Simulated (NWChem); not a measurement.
# CBr2Cl2 (dibromodichloromethane) at B3LYP/DGauss-DZVP

Aim: the electronic atomisation energy of CBr2Cl2 (dibromodichloromethane) at B3LYP/DGauss-DZVP, from 4 runs. 

Program for the calculation: NWChem 7.3.0.

### 1 The system as given

CBr2Cl2: 5 atoms, total charge 0, spin state singlet. As SMILES, `ClC(Cl)(Br)Br`. The shape is that of a PBE0-D4/def2-TZVP optimisation.

Bond lengths: Cl1–C2 1.755 Å, C2–Cl3 1.755 Å, C2–Br4 1.940 Å, C2–Br5 1.940 Å. Angles: Cl1–C2–Cl3 109.9°, Cl1–C2–Br4 109.5°, Cl1–C2–Br5 109.5°, Cl3–C2–Br4 109.5°, Cl3–C2–Br5 109.5°, Br4–C2–Br5 109.1°.

### 2 The energy at B3LYP/DGauss-DZVP (run 1)

struct.nw

```
start struct
title "CBr2Cl2 B3LYP"
memory total 2200 mb

geometry noautosym nocenter noautoz
   Cl     0.575900    -0.931900     1.411700
   C     -0.009600    -0.014800     0.034300
   Cl    -1.436900     0.900100     0.488900
   Br    -0.454900    -1.231600    -1.410000
   Br     1.375400     1.204500    -0.566200
end

basis spherical bse
   Cl library DGauss-DZVP
   C library DGauss-DZVP
   Br library DGauss-DZVP
end

dft
   xc b3lyp
   grid fine
   convergence energy 1e-08
   maxiter 100
   mulliken
   print low
end

task dft energy
```

On the command line:

```sh
$ nwchem struct.nw > struct.out
```

Standard output:

```text
[...]
 d= 0,ls=0.0,diis     1  -6105.5344627994 -6.96D+03  2.75D-02  1.90D+00     5.3
[...]
 d= 0,ls=0.0,diis     8  -6105.7803340969 -1.64D-09  4.85D-06  2.00D-07    30.1
         Total DFT energy =    -6105.780334096856
      One electron energy =   -10179.846207654977
           Coulomb energy =     3466.812318011586
    Exchange-Corr. energy =     -244.192053485238
 Nuclear repulsion energy =      851.445609031774
[...]
      Total Density - Mulliken Population Analysis
     ---------------------------------------------
    Atom       Charge   Shell Charges
 -----------   ------   -------------------------------------------------------
    1 Cl  17    16.91   2.00  2.00  1.16  0.78  5.99  3.80  1.15  0.03
    2 C    6     6.24   2.00  0.82  0.54  2.30  0.46  0.13
    3 Cl  17    16.91   2.00  2.00  1.16  0.78  5.99  3.80  1.15  0.03
    4 Br  35    34.97   2.00  2.00  2.00  1.17  0.80  6.00  6.01  4.03  0.92  9.92  0.13
    5 Br  35    34.97   2.00  2.00  2.00  1.17  0.80  6.00  6.01  4.03  0.92  9.92  0.13
[...]
```

It took 31 s on 1 thread of Intel Xeon Platinum 8375C at 2.90GHz (Ice Lake), shared host; peak memory 0.12 GiB.

### 3 The Br atom (run 2)

work.nw

```
start work
title "Br B3LYP"
memory stack 880 mb heap 220 mb global 1100 mb

geometry units angstrom noautosym nocenter noautoz
Br    0.000000    0.000000    0.000000
end

basis spherical bse
Br library DGauss-DZVP
end

dft
xc b3lyp
mult 2
grid fine
convergence energy 1e-08
maxiter 100
mulliken
print low
end

task dft energy
```

Run the same way, it converges to -2573.64939 Eh (log not shown).

### 4 The C atom, same level (run 3)

job.nw

```
start job
title "C energy"
memory stack 880 mb heap 220 mb global 1100 mb
charge 0
geometry units angstrom noautosym nocenter noautoz
  C      0.000000     0.000000     0.000000
end
basis "ao basis" spherical bse
  * library DGauss-DZVP
end
dft
  xc b3lyp
  mult 3
  grid fine
  convergence energy 1e-08
  iterations 100
  mulliken
  noprint "final vectors analysis"
end
task dft energy
```

Run the same way, it converges to -37.85287 Eh (log not shown).

### 5 The Cl atom at the same level (run 4)

input.xyz

```xyz
1
Cl B3LYP
Cl     0.000000     0.000000     0.000000
```

input.nw

```
echo
start input
title "Cl B3LYP"
memory total 2200 mb

geometry units angstrom noautosym nocenter noautoz
  load input.xyz
end

basis "ao basis" spherical bse
  * library DGauss-DZVP
end

dft
  xc b3lyp
  mult 2
  grid fine
  convergence energy 1e-08
  maxiter 100
  mulliken
  print low
end

task dft energy
```

Run the same way, it converges to -460.10696 Eh (log not shown).

### 6 The series

```
run               level  partner   energy (Eh)  wall time
  1   B3LYP/DGauss-DZVP     base  -6105.780334       31 s
  2  UB3LYP/DGauss-DZVP    atoms  -2573.649386      3.3 s
  3  UB3LYP/DGauss-DZVP    atoms    -37.852873     0.93 s
  4  UB3LYP/DGauss-DZVP    atoms   -460.106961      1.6 s
```

### 7 Results

Level: B3LYP/DGauss-DZVP.

```
                     quantity          value
        Cl atom: total energy  -460.10696 Eh
                Cl atom: ⟨S²⟩          0.752
electronic atomisation energy      11.286 eV
```

Taking the molecule apart into free atoms costs 11.29 eV (260 kcal/mol), before zero-point energy and without spin-orbit coupling. All runs together took 37 s, the longest 31 s.
